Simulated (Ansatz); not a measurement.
# Ga₂PH (triplet): from Hartree-Fock to the top rungs, cc-pVDZ

An exercise on one series of results from a longer session: the logs are not shown, and one member is left open.

The runs use Ansatz 0.2.0, Gaussian basis; cc-pVDZ, core rule «outside noble gas», up to 33 orbitals frozen.

To be run: UHF; CCSD(T) on ROHF; CCSD(T) on UHF; BCCD(T) on ROHF; CISD as a restricted active space (open shells left free, so some higher excitations enter); CCSDT(Q) on ROHF; CCSDT(Q) on UHF; CASSCF and NEVPT2, 10 electrons in 10 orbitals.

16 further runs of the same task are left out: 7 that didn't finish, 9 set aside as unsound or not needed. Runs told in other sessions of the task aren't counted.

**The geometry**

The geometry is a PBE0/def2-TZVP stationary point (not a proven minimum) of the parent state, kept for this charge and spin. No spin-orbit coupling is included. The filled d shell of Ga may be among the frozen orbitals whatever the setting's name suggests.

4 atoms, charge 0, spin multiplicity 3.

Atoms are counted from 1 here; the program's logs count them from 0.

Bond lengths: Ga1–P3 2.384 Å, Ga2–P3 2.096 Å, Ga2–H4 1.548 Å. Angles: P3–Ga2–H4 177.0°, Ga1–P3–Ga2 95.5°.

Set-up of the first run:

in.yaml

```yaml
crystal:
  periodic: [false, false, false]
  atoms:
    - {symbol: Ga, position_ang: [0.000000, 0.266084, 1.711450]}
    - {symbol: Ga, position_ang: [0.000000, 0.262906, -1.608935]}
    - {symbol: P, position_ang: [0.000000, -1.233398, -0.141295]}
    - {symbol: H, position_ang: [0.000000, 1.309756, -2.749404]}
basis:
  gaussian: {orbitals: cc-pVDZ}
magnetization: {spin_polarized: true, initial_magnetization: 2}
hamiltonian: {xc: hf}
output: {orbitals: {seedname: orbitals}}
```

Run with:

```sh
$ ansatz run in.yaml --threads 1 --pin off --events-out ev --progress --plain --max-ram 2393MiB
```

Steps of the session up to this table: UHF; CCSD(T) on ROHF; CCSD(T) on UHF; BCCD(T) on ROHF; CISD as a restricted active space (open shells left free, so some higher excitations enter); CCSDT(Q) on ROHF; CCSDT(Q) on UHF; CASSCF and NEVPT2, 10 electrons in 10 orbitals.

One table of the session follows, with a row left open; its other results are not shown here.

It belongs to the step «Misses and costs». 

```
         method  from UCCSDT(Q) (kcal/mol)
           ROHF                    +160.44
            UHF                    +156.76
           RMP2                     +30.23
           UMP2                     +30.04
          RCCSD                     +10.57
          UCCSD                      +9.96
       RCCSD(T)                      +2.29
       UCCSD(T)                      +2.04
        BCCD(T)                      +2.09
         RCCSDT                      +1.09
         UCCSDT                      +0.85
      RCCSDT(Q)                      +0.26
      UCCSDT(Q)                          0
CASSCF frontier                          ?
NEVPT2 frontier                     +30.55
```

**Question.** Estimate the row for CASSCF frontier.

As computed: from UCCSDT(Q) (kcal/mol): +113.00. In the column «from UCCSDT(Q) (kcal/mol)» it lies between NEVPT2 frontier (+30.55) and UHF (+156.76).

Not comparable, so not listed: CISD as a restricted active space (open shells left free, so some higher excitations enter) (they don't share determinant, frozen orbitals or solution with the rows shown, or repeat one).

Limits of these values: Restricted and unrestricted rows rest on different reference determinants; a gap between their highest levels can come from leftover correlation error, from unlike frozen cores or from another state.
